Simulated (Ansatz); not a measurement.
Here is an Ansatz 0.2.0 calculation.

input.yaml

```yaml
crystal:
  lattice:
    - [3.049867, 0.0, 0.0]
    - [0.0, 3.049867, 0.0]
    - [0.0, 0.0, 4.296062]
  atoms:
    - { symbol: Ta, position: [0.0, 0.0, 0.0] }
    - { symbol: V, position: [0.5, 0.5, 0.5], spin: 2.0 }
    - { symbol: "N", position: [0.5, 0.5, 0.0] }
    - { symbol: "N", position: [0.0, 0.0, 0.5] }
hamiltonian:
  xc: pbesol
  pseudopotentials: { kind: paw }
magnetization:
  spin_polarized: true
  initial_magnetization: 2.0
  spin_locking: { lock_magnetization: hard }
kpoints:
  mp_grid: { grid: [7, 7, 5] }
scf:
  occupations: { method: fermi_dirac, width: 0.05 }
  lower_state_search: "off"
output:
  forces: true
  stress: true
  eigenvalues: true
```

Potentials or basis: Ansatz PAW.

Command:

```bash
$ ansatz run input.yaml --threads 2 --pin off --max-ram 5632MiB --backend cpu --events-out ev --progress --plain --runs-dir out
```

(1) What does it give for the pressure?

## Answers

(1) -6.6 GPa.

Caveat: the pressure holds a Pulay correction of +0.5 GPa for the finite cutoff; the total moment is fixed, so each spin has its own Fermi level; the PAW data sets come from PBE, with cores solved anew for the run's functional, which leaves a small shift of forces and pressure; the thresholds are loose for stress.
